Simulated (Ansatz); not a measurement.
# CH5Al: the cost of one run

Program: Ansatz 0.2.0, Gaussian basis. Level of theory: PBE0-D4/def2-TZVP structures, single points in def2-TZVPP, no counterpoise correction. These are calculated values, not measurements.

Levels: SPW92, PBE-D4, BLYP-D4, r2SCAN-D4, B97M-V, PBE0-D4, B3LYP-D4, r2SCAN0-D4, BHLYP-D4, CAM-B3LYP-D4, wB97X-V, wB97M-V, B2PLYP, PBE-QIDH, RPA on PBE, Hartree-Fock, MP2, CCSD, CCSD(T).

Cores are frozen in the correlated methods. Filled d shells of the heavier atoms are correlated. B3LYP uses VWN-RPA correlation. B2PLYP carries no dispersion term here.

94 further runs of the same task are left out: 94 set aside as unsound or not needed.

## Step 1: Where the work starts

The complex: 9 atoms, charge 0, spin multiplicity 1.

Atoms are counted from 1 here; the program's logs count them from 0.

Bond lengths: Al1–C2 1.964 Å, Al1–H3 1.593 Å, Al1–H4 1.593 Å, Al1–Br6 2.819 Å, C2–H7 1.094 Å, C2–H8 1.096 Å, C2–H9 1.094 Å, H5–Br6 1.424 Å. Angles: C2–Al1–H3 119.8°, C2–Al1–H4 119.8°, C2–Al1–Br6 93.9°, H3–Al1–H4 118.5°, H3–Al1–Br6 95.1°, H4–Al1–Br6 95.1°, Al1–C2–H7 112.5°, Al1–C2–H8 109.9°, Al1–C2–H9 112.6°, H7–C2–H8 106.5°, H7–C2–H9 108.5°, H8–C2–H9 106.5°, Al1–Br6–H5 92.2°.

As a file:

```xyz
9
charge 0, multiplicity 1
Al   -1.0124    0.4654   -0.0655
C     0.9330    0.6763   -0.2375
H    -1.8987    0.2130   -1.3648
H    -1.7421    0.9241    1.2740
H     0.5754   -2.2475    0.5724
Br   -0.8466   -2.2547    0.6568
H     1.4602    0.4891    0.7030
H     1.1723    1.7056   -0.5283
H     1.3588    0.0286   -1.0101
```

Its parts: CH₅Al holds atoms 1, 2, 3, 4, 7, 8, 9; HBr holds atoms 5, 6. Each part counts its atoms afresh in its own runs.

## Step 2: Relaxing CH₅Al alone

Contents of relax-a/in.yaml:

```yaml
crystal:
  periodic: [false, false, false]
  atoms:
    - {symbol: Al, position_ang: [-1.012388, 0.465422, -0.065537]}
    - {symbol: C, position_ang: [0.933005, 0.676281, -0.237531]}
    - {symbol: H, position_ang: [-1.898659, 0.213010, -1.364796]}
    - {symbol: H, position_ang: [-1.742103, 0.924133, 1.273992]}
    - {symbol: H, position_ang: [1.460191, 0.489109, 0.703043]}
    - {symbol: H, position_ang: [1.172311, 1.705635, -0.528315]}
    - {symbol: H, position_ang: [1.358846, 0.028646, -1.010087]}
basis:
  gaussian: {orbitals: def2-TZVP}
hamiltonian: {xc: pbe0, dispersion: d4}
relax: {f_tol: 0.005, max_steps: 200}
```

Run with:

```sh
$ ansatz run in.yaml --threads 4 --pin off --events-out ev --progress --plain --max-ram 9574MiB
```

**Question.** How long does this run take on 4 threads of Arm Neoverse V1, shared host?

About 3.4 s.
